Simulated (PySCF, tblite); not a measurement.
# C2H10N2SSi3: geometry, infrared bands and NMR shifts

Wanted: the infrared bands and NMR shifts of C2H10N2SSi3 (`N#CC[Si@@H](S)N([SiH3])[SiH3]`), by calculation.

Computed with tblite 0.8.0 and PySCF 2.14.0, with density-fitted response routines of our own, on a single molecule in the gas phase. Atoms count from 0, in the outputs and in this text.

### Step 1. The starting structure

18 atoms, charge 0, multiplicity 1; geometry from: force field or distance geometry start.

Bonds of the start (Å): N0–C1 1.17, C1–C2 1.45, C2–Si3 1.86, Si3–S4 2.14, Si3–N5 1.70, N5–Si6 1.68, N5–Si7 1.69, C2–H8 1.10, C2–H9 1.10, Si3–H10 1.49, S4–H11 1.34, Si6–H12 1.48, Si6–H13 1.48, Si6–H14 1.48, Si7–H15 1.48, Si7–H16 1.49, Si7–H17 1.47.

### Step 2. Geometry optimisation with GFN2-xTB

The job: settings as JSON, then the geometry in Å.

```
{"job": {"kind": "relax", "xc": "GFN2-xTB", "basis": "xTB"}, "charge": 0, "multiplicity": 1}
N      4.179100    -0.536400    -0.471800
C      3.019500    -0.502900    -0.657700
C      1.586100    -0.516700    -0.876400
Si     0.675500     0.594900     0.305500
S      1.032900     2.648300    -0.167300
N     -1.000600     0.402000     0.477700
Si    -1.822200     0.260700    -0.986000
Si    -1.354400    -0.916400     1.470200
H      1.380900    -0.209500    -1.911200
H      1.212300    -1.545000    -0.781300
H      1.272100     0.432600     1.658700
H      0.377500     3.155200     0.881000
H     -1.331600    -0.936100    -1.697900
H     -3.275900     0.150100    -0.748800
H     -1.572200     1.453000    -1.822900
H     -0.790500    -2.151500     0.880500
H     -2.824400    -1.058300     1.629100
H     -0.772900    -0.717600     2.806800
```

Started as:

```console
$ OMP_NUM_THREADS=1 python probes_run.py task.json out
```

The driver reads the jobs from task.json and runs them one after another.

**Question.** This job is followed by: GFN2-xTB harmonic vibrations, gas phase; GIAO PBE0/pcSseg-1 NMR shielding, non-relativistic, gas phase. Predict these results of the whole session: strongest single infrared mode (GFN2-xTB); zero-point energy (GFN2-xTB); ¹³C shifts against TMS (PBE0/pcSseg-1); ¹H shifts against TMS (PBE0/pcSseg-1, means over atoms taken as alike); ¹⁵N shifts against NH3 (PBE0/pcSseg-1); ²⁹Si shifts against TMS (PBE0/pcSseg-1, means over atoms taken as alike); ³³S shifts against CS2 (PBE0/pcSseg-1).

The runs gave:

```
                                                                quantity                             value
                               strongest single infrared mode (GFN2-xTB)              797 cm⁻¹, 767 km/mol
                                            zero-point energy (GFN2-xTB)                     67.3 kcal/mol
                                  ¹³C shifts against TMS (PBE0/pcSseg-1)                    119.3, 4.4 ppm
  ¹H shifts against TMS (PBE0/pcSseg-1, means over atoms taken as alike)  5.65, 4.72, 1.93, 1.69, 0.40 ppm
                                  ¹⁵N shifts against NH3 (PBE0/pcSseg-1)                   301.0, 16.3 ppm
²⁹Si shifts against TMS (PBE0/pcSseg-1, means over atoms taken as alike)                    2.5, -50.5 ppm
                                  ³³S shifts against CS2 (PBE0/pcSseg-1)                          -198 ppm
```

Relaxing lowered the energy by 0.673 eV in 152 steps; the close pair that moved most is N5–Si6, from 1.684 to 1.756 Å. The lowest mode is slightly imaginary (5i cm⁻¹), a soft motion within the noise of the Hessian, so the minimum is not strictly shown. The strongest single mode, at 797 cm⁻¹, is spread over several atoms, H17, H14, H15, H12 among them. GFN2-xTB is a fitted tight-binding method: band positions and strengths are rough. Its intensities can rank the bands wrongly. C1 (nitrile carbon) lies farthest downfield among carbon, at 119.3 ppm; typical of a nitrile. At PBE0/pcSseg-1: The largest span, 511 ppm, is at N0, where the paramagnetic term is -372 ppm.
